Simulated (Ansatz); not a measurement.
## LiGa3, space group Pm-3m: a single point, step by step

With the Python package of Ansatz (0.2.0).

Run as a notebook:

**Cell 1**
```python
from pathlib import Path
import warnings

import ansatz as az
import numpy as np
from pymatgen.core import Lattice, Structure
from pymatgen.io.ase import AseAtomsAdaptor
```

**Cell 2**
```python
warnings.simplefilter("ignore", az.DeckWarning)

pmg_structure = Structure(
    Lattice([[4.07155, 0.0, 0.0], [0.0, 4.07155, 0.0], [0.0, 0.0, 4.07155]]),
    ["Li", "Ga", "Ga", "Ga"],
    [
        [0.0, 0.0, 0.0],
        [0.5, 0.0, 0.5],
        [0.0, 0.5, 0.5],
        [0.5, 0.5, 0.0],
    ],
)
liga3 = az.Crystal.from_ase(AseAtomsAdaptor.get_atoms(pmg_structure))
```

**Cell 3**
```python
liga3.resolved().sites[-1]
```
Output:
```text
Site(symbol='Ga', position=(0.5, 0.5, 0.0), moment=None, axis=None, held=None, saved=None)
```

**Cell 4**
```python
calculation = (
    liga3.calculation()
    .kpoints(6, center="gamma")
    .pseudopotentials("paw")
    .occupations("fermi_dirac")
    .functional("r2scan")
    .basis(20 * az.Ha)
    .compute(forces=True, density=True, electron_localization_function=True, output_files={"volumetric_format": "npy"})
)
def show(event):
    row = event["data"]
    if event["event"] == "scf_iter" and row.get("harris_foulkes_ev") is not None:
        print(f"  iteration {row['iter']:3d}  Harris-Foulkes {row['harris_foulkes_ev']:.5f} eV  residual {row['dr2_ev']:.2e}")
```

**Cell 5**
```python
done = calculation.session().plan().execute(on_event=show)
summary = done.report

sorted(key for key in summary if key.endswith("_ev"))
```
Output:
```text
  iteration   1  Harris-Foulkes -11576.43758 eV  residual 2.92e-02
  iteration   2  Harris-Foulkes -11576.47071 eV  residual 3.50e-03
  iteration   3  Harris-Foulkes -11576.47091 eV  residual 2.84e-03
  iteration   4  Harris-Foulkes -11576.47106 eV  residual 6.17e-04
  iteration   5  Harris-Foulkes -11576.47107 eV  residual 6.58e-05
  iteration   6  Harris-Foulkes -11576.47105 eV  residual 2.13e-06
  iteration   7  Harris-Foulkes -11576.47105 eV  residual 9.74e-08
['eigenvalues_ev', 'energy_sigma0_ev', 'entropy_ts_ev', 'fermi_energy_ev', 'free_energy_ev',
 'gap_by_band_count_ev', 'harris_foulkes_ev', 'internal_energy_ev', 'lagrangian_above_aufbau_ev',
 'lagrangian_ev', 'lagrangian_sigma0_ev', 'loop_eigenvalues_ev', 'loop_fermi_energy_ev',
 'occupations_fermi_energy_ev', 'residual_norms_ev']
```

**Cell 6**
```python
summary["published_state_doubts"]
```
Output:
```text
[]
```

**Cell 7**
```python
summary["n_kpoints"], summary["n_symmetry_ops"], summary["n_pw"]
```
Output:
```text
(20, 48, 1935)
```

**Cell 8**
```python
energy = summary["free_energy_ev"]
print("LiGa3: {:.6f} eV = {:.6f} Ry = {:.6f} Ha".format(energy, energy / 13.605693, energy / 27.211386))
print("Fermi level {:.4f} eV, {} k-points, {} symmetry operations".format(summary["fermi_energy_ev"], summary["n_kpoints"], summary["n_symmetry_ops"]))
```
Output:
```text
LiGa3: -11576.471053 eV = -850.854936 Ry = -425.427468 Ha
Fermi level 8.8046 eV, 20 k-points, 48 symmetry operations
```

**Cell 9**
```python
print("forces (eV/A)")
for site, force in zip(done.lattice.sites, summary["forces_ev_ang"]):
    print(f"  {site.symbol:2s} {force[0]:9.4f} {force[1]:9.4f} {force[2]:9.4f}")
```
Output:
```text
forces (eV/A)
  Li   -0.0000    0.0000    0.0000
  Ga    0.0000   -0.0000   -0.0000
  Ga    0.0000    0.0000    0.0000
  Ga    0.0000   -0.0000    0.0000
```

**Cell 10**
```python
folder = Path(done.write_results("elf"))
elf = np.load(folder / "elf.npy")
peak = np.unravel_index(elf.argmax(), elf.shape)
print(f"largest ELF {elf.max():.3f} at grid fractions", np.round(np.array(peak) / elf.shape, 3))
for level in (0.2, 0.5, 0.7, 0.8, 0.9):
    print(f"share of the cell with ELF over {level}: {np.mean(elf > level):.3f}")
```
Output:
```text
largest ELF 1.000 at grid fractions [0.  0.5 0.5]
share of the cell with ELF over 0.2: 0.823
share of the cell with ELF over 0.5: 0.008
share of the cell with ELF over 0.7: 0.008
share of the cell with ELF over 0.8: 0.006
share of the cell with ELF over 0.9: 0.005
```

Reading the output:
- Absolute energies stand on the zero of these potentials, so only differences at equal settings mean something. A total without «per atom» is that of the cell as typed.
- The mesh is modest for a metal, so energies can be off by several to tens of meV an atom and pressures by half a GPa or more; differences at equal mesh fare better.
- An absolute Fermi energy rests on an arbitrary zero of the periodic potential and has no direct meaning.
- A gap by band count of zero or less means overlapping bands, a metal.
- Grid values close to the nuclei reflect the PAW or pseudopotential construction, not the all-electron fields.
- The structure comes from a database of computed cells and needn't be a stable or known phase.
- Levels are Kohn-Sham eigenvalues on this mesh, without spin-orbit coupling.
- Wall time of the script: 5.8 s on 1 thread of Arm Neoverse V2, with other jobs on the host, peak memory 0.6 GiB.

(Lines on the test bed's own set-up are left out of the output.)
